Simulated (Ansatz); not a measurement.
# MgCd3F8: the band gap up the ladder of functionals

An exercise on one series of results from a longer session: the logs are not shown, and one member is left open.

Program: Ansatz 0.2.0. PAW datasets, plane waves. These are computed values for a spin-unpolarised cell that may be hypothetical; none is a measurement.

## The system as given

The cell was relaxed beforehand with r2SCAN.

The symmetry is Cmmm (No. 65, orthorhombic); a = 7.400 Å, b = 10.589 Å, c = 3.768 Å in the conventional setting, 12.30 Å³ an atom. Cd has 8 F at 2.30–2.34 Å; F has 2 Mg at 2.25 Å and 2 Cd at 2.33 Å and 5 F at 2.46–2.56 Å; F has 4 Cd at 2.28–2.30 Å; Cd has 8 F at 2.28–2.33 Å; F has 1 Mg at 2.16 Å and 3 Cd at 2.33–2.34 Å.

As a file:

```xyz
12
Lattice="3.6999 -5.2947 0.0000 3.6999 5.2947 0.0000 0.0000 0.0000 3.7677" Properties=species:S:1:pos:R:3 pbc="T T T"
Cd    0.0000    0.0000    0.0000
F     3.6999    1.2324    1.8839
F     3.6999    3.9731    1.8839
Cd    1.8500   -2.6474    1.8839
F     5.4382   -1.2742    0.0000
F     5.4382    1.2742    0.0000
Cd    1.8500    2.6474    1.8839
F     1.9616   -1.2742    0.0000
F     1.9616    1.2742    0.0000
Mg    3.6999    0.0000    0.0000
F     3.6999   -3.9731    1.8839
F     3.6999   -1.2324    1.8839
```

The first run:

Contents of input.yaml:

```yaml
crystal:
  lattice:
    - [3.6999071316, -5.2947125693, 0.0]
    - [3.6999071316, 5.2947125693, 0.0]
    - [0.0, 0.0, 3.76772091]
  atoms:
    - { symbol: Cd, position: [0.0, 0.0, 0.0] }
    - { symbol: F, position: [0.3836209761, 0.6163790239, 0.5] }
    - { symbol: F, position: [0.1248074556, 0.8751925444, 0.5] }
    - { symbol: Cd, position: [0.5, 0.0, 0.5] }
    - { symbol: F, position: [0.8552362329, 0.6145845385, 0.0] }
    - { symbol: F, position: [0.6145845385, 0.8552362329, 0.0] }
    - { symbol: Cd, position: [0.0, 0.5, 0.5] }
    - { symbol: F, position: [0.3854154615, 0.1447637671, 0.0] }
    - { symbol: F, position: [0.1447637671, 0.3854154615, 0.0] }
    - { symbol: Mg, position: [0.5, 0.5, 0.0] }
    - { symbol: F, position: [0.8751925444, 0.1248074556, 0.5] }
    - { symbol: F, position: [0.6163790239, 0.3836209761, 0.5] }
kpoints:
  mp_grid: { grid: [4, 4, 8] }
  band_path:
    path:
      - [[0.0, 0.0, 0.0], [-0.5, 0.5, 0.0], [-0.3720778515979, 0.6279221484021, 0.0]]
      - [[0.3720778515979, 0.3720778515979, 0.0], [0.0, 0.0, 0.0], [0.0, 0.0, 0.5], [0.3720778515979, 0.3720778515979, 0.5]]
      - [[-0.3720778515979, 0.6279221484021, 0.5], [-0.5, 0.5, 0.5], [-0.5, 0.5, 0.0]]
      - [[0.0, 0.0, 0.0], [-2.786369355242e-17, 0.5, 0.0], [-2.786369355242e-17, 0.5, 0.5], [0.0, 0.0, 0.5], [-0.5, 0.5, 0.5]]
    npoints: 10
hamiltonian:
  xc: pbe
scf:
  occupations: { method: fermi_dirac, width: 0.02 }
  n_extra_bands: 7
output:
  forces: true
  stress: true
  eigenvalues: true
```

Steps of the session up to this table: PBE bands along the symmetry lines; r2SCAN at the same geometry; HSE06; PBE+SOC at the same geometry; Single point with PBE0.

One table of the session follows, with a row left open; its other results are not shown here.

```
  level  gap (eV)
    PBE      3.31
 r2SCAN      4.00
  HSE06         ?
PBE+SOC      3.31
   PBE0      6.16
```

Estimate the missing values for HSE06.

The run gave: gap (eV): 5.40. In the column «gap (eV)» it lies between r2SCAN (4.00) and PBE0 (6.16).

Meshes: PBE 4×4×8, r2SCAN 4×4×8, HSE06 4×4×4, PBE+SOC 4×4×8, PBE0 4×4×4

What this shows: The gap runs from 3.31 eV (PBE+SOC) to 6.16 eV (PBE0). PBE reaches 61 % of the HSE06 value, and r2SCAN 74 %. PBE0 lies 0.75 eV above HSE06, which differs from it by screening the long-range exchange.

Limits of these values: Warnings in the runs' records: stress scf threshold loose, stress exchange threshold loose.
